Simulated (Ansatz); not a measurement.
Crystal: NiMoIrPdW.

```xyz
10
Lattice="2.7705 0.0000 0.0000 -1.3852 2.3993 0.0000 0.0000 0.0000 21.8812" Properties=species:S:1:pos:R:3 pbc="T T T"
Ni    0.0000    1.5995    0.9700
Ni    1.3852    0.7998   20.9101
Mo    1.3852    0.7998    7.4987
Mo    1.3852    0.7998   16.6997
Pd    0.0000    1.5995    9.7958
Pd    0.0000    1.5995   14.3810
Ir    0.0000    1.5995    5.2489
Ir    0.0000    1.5995   18.8288
W     1.3852    0.7998    2.9859
W     1.3852    0.7998   12.0872
```

The cell was built by a generator and needn't be a form met in nature.

Program: Ansatz 0.2.0. Alike in all runs: spin collinear, ferromagnetic start; cell as given; k mesh 11 × 11 × 2; smearing fermi-dirac 0.05 eV.

Problem. Order these runs on this cell by their pressure, lowest first.
A. level PBE+U; potentials or basis Ansatz PAW; U Ir d U = 4 eV, Mo d U = 4 eV, Ni d U = 4 eV, Pd d U = 4 eV, W d U = 4 eV; cutoff (eV) 420; hubbard projectors ortho-atomic (the default); double counting fll (the default)
B. level r2SCAN; potentials or basis Ansatz PAW; cutoff (eV) 500; points for each segment of the path 10
C. level BLYP; potentials or basis Ansatz PAW; cutoff (eV) 420; points for each segment of the path 10
D. level PBE; potentials or basis PseudoDojo standard (PBE files); cutoff (eV) 1333
E. level LDA; potentials or basis Ansatz PAW; cutoff (eV) 420; points for each segment of the path 10

Solution. E (-14.7 GPa), B (-5.1 GPa), D (-0.1 GPa), A (3.4 GPa), C (11.3 GPa).

Caveats: the PAW data sets come from PBE, with cores solved anew for the run's functional, which leaves a small shift of forces and pressure (some runs); the magnetic or orbital state may not be the lowest (some runs); the potentials were made for another functional, which shifts forces and pressure (some runs); the U is typed as a test and isn't derived for this compound (some runs); the density of states is complete only up to the lowest level of the last band computed (some runs).

Not every run made on this cell is shown here.
